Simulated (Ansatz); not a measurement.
# AlClLiO radical (SMILES [Li][O][Al][Cl]): single points off equilibrium

The task here is to estimate one member of a computed series from the others.

Program: Ansatz 0.2.0, Gaussian basis. Level of theory: single points in def2-TZVPP. These are calculated values, not measurements.

Cores are frozen in the correlated methods. The outer core shell of Li, Na, Mg and K is correlated. Orbitals are unrestricted.

## The starting structure

SMILES `[Li][O][Al][Cl]`, 4 atoms, charge 0, spin multiplicity 2.

Atoms are counted from 1 here; the program's logs count them from 0.

Bond lengths: Li1–O2 1.594 Å, O2–Al3 1.640 Å, Al3–Cl4 2.100 Å. Angles: Li1–O2–Al3 171.0°, O2–Al3–Cl4 142.0°.

Geometry (Å):

```xyz
4

Li   -0.2917   -1.1568    2.1088
O     0.1318   -0.2172    0.8934
Al    0.4048    0.6073   -0.4980
Cl   -0.2697    0.7814   -2.4793
```

Set-up of the first run:

Contents of run/in.yaml:

```yaml
crystal:
  periodic: [false, false, false]
  atoms:
    - {symbol: Li, position_ang: [-0.291700, -1.156800, 2.108800]}
    - {symbol: O, position_ang: [0.131800, -0.217200, 0.893400]}
    - {symbol: Al, position_ang: [0.404800, 0.607300, -0.498000]}
    - {symbol: Cl, position_ang: [-0.269700, 0.781400, -2.479300]}
basis:
  gaussian: {orbitals: def2-TZVPP}
magnetization: {spin_polarized: true, initial_magnetization: 1}
correlation: {method: ccsd_t}
scf: {omitted_lower_state_checks: [cluster_reference]}
output: {forces: true}
```

No record of the launch command was kept for these runs.

Among the steps run: CCSD(T)/def2-TZVPP; PBE0-D4/def2-TZVPP; wB97M-V/def2-TZVPP; r2SCAN-D4/def2-TZVPP; PBE-D4/def2-TZVPP; HSE06-D4/def2-TZVPP; wB97X-V/def2-TZVPP.

One table of the session follows, with a row left open; its other results are not shown here.

```
   method  RMS force component (eV/Å)  angle to CCSD(T) forces (°)  dipole (D)
  CCSD(T)                       0.557                    reference        7.99
  PBE0-D4                       0.494                          7.4        7.83
  wB97M-V                       0.511                          5.8        7.69
r2SCAN-D4                           ?                            ?           ?
   PBE-D4                       0.559                         15.0        7.59
 HSE06-D4                       0.494                          7.4        7.82
  wB97X-V                       0.542                          4.1        7.92
```

Q: Estimate the row for r2SCAN-D4 from the others.

As computed: RMS force component (eV/Å): 0.533; angle to CCSD(T) forces (°): 2.8; dipole (D): 7.93. In the column «RMS force component (eV/Å)» it lies between wB97M-V (0.511) and wB97X-V (0.542).
